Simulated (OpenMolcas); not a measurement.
# FNO-MP2/def2-SVPD (RICD fitting, core potential, virtual fraction 0.3) run of CH3Cl3Sn (methyltin trichloride)

What is the energy change on altering one bond length of CH3Cl3Sn (methyltin trichloride) at FNO-MP2/def2-SVPD (RICD fitting, core potential, virtual fraction 0.3)? 

The results are computed with OpenMolcas 26.06.

## Step 1: The system as given

The species is CH3Cl3Sn (8 atoms), meant as a singlet with charge 0. SMILES: `[CH3][Sn]([Cl])([Cl])[Cl]`. The shape comes from GFN2-xTB, which is rough for such elements, and wasn't checked as a minimum.

Bond lengths: C1–Sn2 2.218 Å, Sn2–Cl3 2.326 Å, Sn2–Cl4 2.327 Å, Sn2–Cl5 2.327 Å, C1–H6 1.083 Å, C1–H7 1.083 Å, C1–H8 1.083 Å. Some angles: C1–Sn2–Cl3 112.5°, C1–Sn2–Cl4 112.4°, C1–Sn2–Cl5 112.4°, Cl3–Sn2–Cl4 106.4°, Cl3–Sn2–Cl5 106.4°, Cl4–Sn2–Cl5 106.3°, Sn2–C1–H6 107.5°, Sn2–C1–H7 107.4°, Sn2–C1–H8 107.6°, H6–C1–H7 111.4°.

## Step 2: The energy at FNO-MP2/def2-SVPD (RICD fitting, core potential, virtual fraction 0.3)

job.input

```
* CH3Cl3Sn FNO-MP2
>>> EXPORT MOLCAS_PRINT=2

&GATEWAY
 BasLib=$CurrDir
 Coord
 8
 angstrom
 C       -0.927320      -0.282410       0.895650
 Sn       0.631880       0.191100      -0.609250
 Cl       2.527290      -1.136720      -0.374740
 Cl      -0.119110      -0.114450      -2.790060
 Cl       1.354450       2.398940      -0.471490
 H       -1.211660      -1.317430       0.754370
 H       -0.492730      -0.122760       1.874280
 H       -1.762800       0.383740       0.721240
 Basis=def2-SVPD
 Group=NoSym
 RICD

&SEWARD

&SCF
 PrOrbitals=0

&MBPT2
 FNOMP2=0.3
 DoMP2
 Frozen=20
```

The basis set def2-SVPD is read from a file made from the Basis Set Exchange's data (not shown).

Started as:

```bash
$ export MOLCAS_MEM=1860
$ pymolcas job.input > job.log
```

The program printed:

```text
--- Start Module: gateway ---
[...]
--- Stop Module: gateway /rc=_RC_ALL_IS_WELL_ ---
[...]
      Basis functions          157
[...]
--- Start Module: scf ---
[...]
       Convergence after  11 Iterations
[...]
::    Total SCF energy                              -1631.1666759034
[...]
      Total spin, S                                     0.0000000000
[...]
      Total electronic charge=   82.000000
      Total            charge=   -0.000000
[...]
      Dipole Moment (debye):
      Origin of the operator (angstrom)=    0.8035    0.2443   -0.7759
                   X= -2.6044E+00               Y= -8.0912E-01               Z=  2.5287E+00           Total=  3.7192E+00
      Quadrupole Moment (debye*angstrom):
[...]
--- Stop Module: scf /rc=_RC_ALL_IS_WELL_ ---
[...]
--- Start Module: mbpt2 ---
[...]
WARNING!
Default frozen orbitals as non valence orbitals is overwritten by user input.
Default values:  16
[...]
       Reference weight ( Cref**2 )         =        0.81576
::    Total MBPT2 energy                            -1631.7278870537
[...]
--- Stop Module: mbpt2 /rc=_RC_ALL_IS_WELL_ ---
[...]
```

Wall time 11 s (1 thread of Intel Xeon Platinum 8488C (Sapphire Rapids), shared host); peak memory 0.12 GiB.

## Step 3: The distorted shape, same level

job.inp

```
* CH3Cl3Sn FNO-MP2

&GATEWAY
  BasLib = $CurrDir
  Coord
  8
  angstrom
  C       -1.649888      -2.490244       0.757890
  Sn      -0.090688      -2.016734      -0.747010
  Cl       1.804722      -3.344554      -0.512500
  Cl      -0.841678      -2.322284      -2.927820
  Cl       1.354450       2.398940      -0.471490
  H       -1.934228      -3.525264       0.616610
  H       -1.215298      -2.330594       1.736520
  H       -2.485368      -1.824094       0.583480
  Basis = def2-SVPD
  Group = NoSym
  RICD

&SEWARD

&SCF
  PrOrbitals = 0

&MBPT2
  FNOMP2 = 0.3
  DoMP2
  Frozen = 20
```

The basis set def2-SVPD is read from a file made from the Basis Set Exchange's data (not shown).

Started as:

```bash
$ export MOLCAS_MEM=1860
$ pymolcas job.inp > job.log
```

The program printed:

```text
--- Start Module: gateway ---
[...]
--- Stop Module: gateway /rc=_RC_ALL_IS_WELL_ ---
[...]
      Basis functions          157
[...]
--- Start Module: scf ---
[...]
       Convergence after  15 Iterations
[...]
::    Total SCF energy                              -1630.9905780588
[...]
      Total spin, S                                     0.0000000000
[...]
      Total electronic charge=   82.000000
      Total            charge=   -0.000000
[...]
      Dipole Moment (debye):
      Origin of the operator (angstrom)=    0.1863   -1.6416   -0.8936
                   X= -6.9615E+00               Y= -1.3714E+01               Z=  1.8629E+00           Total=  1.5492E+01
      Quadrupole Moment (debye*angstrom):
[...]
--- Stop Module: scf /rc=_RC_ALL_IS_WELL_ ---
[...]
--- Start Module: mbpt2 ---
[...]
WARNING!
Default frozen orbitals as non valence orbitals is overwritten by user input.
Default values:  16
[...]
       Reference weight ( Cref**2 )         =        0.79345
::    Total MBPT2 energy                            -1631.5606508028
[...]
--- Stop Module: mbpt2 /rc=_RC_ALL_IS_WELL_ ---
[...]
```

Wall time 14 s (1 thread of Intel Xeon Platinum 8488C (Sapphire Rapids), shared host); peak memory 0.11 GiB.

## Step 4: What came out

Level: FNO-MP2/def2-SVPD (RICD fitting, core potential, virtual fraction 0.3), 20 core orbitals frozen.

```
                                                           quantity           value
                                          first shape: total energy  -1631.72789 Eh
                    first shape: dipole moment (mean-field density)          3.72 D
                   first shape: HOMO energy (Hartree–Fock orbitals)       -11.93 eV
                   first shape: LUMO energy (Hartree–Fock orbitals)         0.91 eV
                 first shape: HOMO–LUMO gap (Hartree–Fock orbitals)        12.84 eV
          first shape: correlation energy (20 core orbitals frozen)      -561.2 mEh
                                      distorted shape: total energy  -1631.56065 Eh
                distorted shape: dipole moment (mean-field density)         15.49 D
               distorted shape: HOMO energy (Hartree–Fock orbitals)        -8.27 eV
               distorted shape: LUMO energy (Hartree–Fock orbitals)        -3.71 eV
             distorted shape: HOMO–LUMO gap (Hartree–Fock orbitals)         4.56 eV
      distorted shape: correlation energy (20 core orbitals frozen)      -570.1 mEh
energy change with the Sn2–Cl5 bond stretched from 2.327 to 4.654 Å        4.551 eV
```

One bond (distorted shape) is far stretched, which a spin-restricted single reference describes badly; perturbation theory on it can break down and give far too much correlation. With the Sn2–Cl5 bond stretched from 2.327 to 4.654 Å the energy rises by 4.55 eV (439 kJ/mol). The first shape isn't relaxed at this level, so the change isn't measured from a minimum. A restricted reference can't describe the breaking bond well at this length.
